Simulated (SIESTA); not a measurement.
**Mo3Ru3C2: single point with PBE**

Mo3Ru3C2:

```
Ru Mo C
1.0
     2.90927    0.00000    0.00000
    -1.45463    2.51950    0.00000
     0.00000    0.00000   13.88332
Ru Mo C
3 3 2
Cartesian
  0.0000 1.6797 4.8034
  0.0000 0.0000 6.9417
  1.4546 0.8398 9.0799
  0.0000 1.6797 11.2748
  0.0000 0.0000 0.0000
  1.4546 0.8398 2.6085
  1.4546 0.8398 12.5113
  0.0000 1.6797 1.3721
```

The cell comes from a database or a generator and needn't be the stable form of this composition.

* Program: SIESTA 5.4.2
* Task: single point
* Functional: PBE
* Potentials or basis: PseudoDojo 0.4 standard (PBE files)
* Basis: DZP (energy shift 0.003 Ry; two zetas on semicore shells)
* Grid cutoff: 800 Ry
* Energy shift: 0.003 Ry
* k mesh: 10 × 10 × 2
* Occupations: fermi-dirac, width 0.05 eV
* Spin: no spin polarisation

```json
{
  "Pressure": "1.1 GPa",
  "Largest force": "0.264 eV/Å",
  "Band gap on the k mesh": "none (metal or under the smearing width)",
  "Hirshfeld charges": "Ru -0.03, +0.01; Mo +0.20, +0.37; C -0.36 e",
  "Voronoi charges": "Ru -0.05, +0.01; Mo +0.33, +0.57; C -0.57 e"
}
```

Forces on the atoms (eV/Å):
```
Ru   0.000  0.000  0.003
Ru   0.000  0.000  0.000
Ru   0.000  0.000 -0.003
Mo   0.000  0.000 -0.264
Mo   0.000  0.000  0.000
Mo   0.000  0.000  0.264
C    0.000  0.000  0.098
C    0.000  0.000 -0.098
```

Stress tensor (GPa, compression positive):
```
0.54 0.00 0.00
0.00 0.54 0.00
0.00 0.00 2.34
```

Levels at points of the mesh, in eV from the Fermi level:
```tsv
k point	band 46	band 47	band 48	band 49	band 50	band 51	band 52	band 53
(0.00, 0.00, 0.00)	-1.53	-1.12	-0.80	-0.80	-0.48	-0.48	-0.07	-0.07
(0.50, 0.00, 0.00)	0.10	0.12	0.40	0.91	1.12	1.15	1.64	1.65
(0.00, 0.50, 0.00)	0.10	0.12	0.40	0.91	1.12	1.15	1.64	1.65
(0.50, 0.50, 0.00)	0.10	0.12	0.40	0.91	1.12	1.15	1.64	1.65
(0.00, 0.00, 0.50)	-1.59	-1.13	-0.49	-0.49	-0.44	-0.44	-0.21	-0.21
(0.50, 0.00, 0.50)	-0.26	0.48	0.59	0.92	1.07	1.19	1.23	1.26
(0.00, 0.50, 0.50)	-0.26	0.48	0.59	0.92	1.07	1.19	1.23	1.26
(0.50, 0.50, 0.50)	-0.26	0.48	0.59	0.92	1.07	1.19	1.23	1.26
```

Wall time 6.9 min on 1 thread of Arm Neoverse V2, on a shared host, peak memory 0.85 GiB.

Caveat: Mulliken charges of long-ranged orbitals can have an unphysical sign; the basis of atomic orbitals isn't converged, which shifts pressures, moduli and gaps.
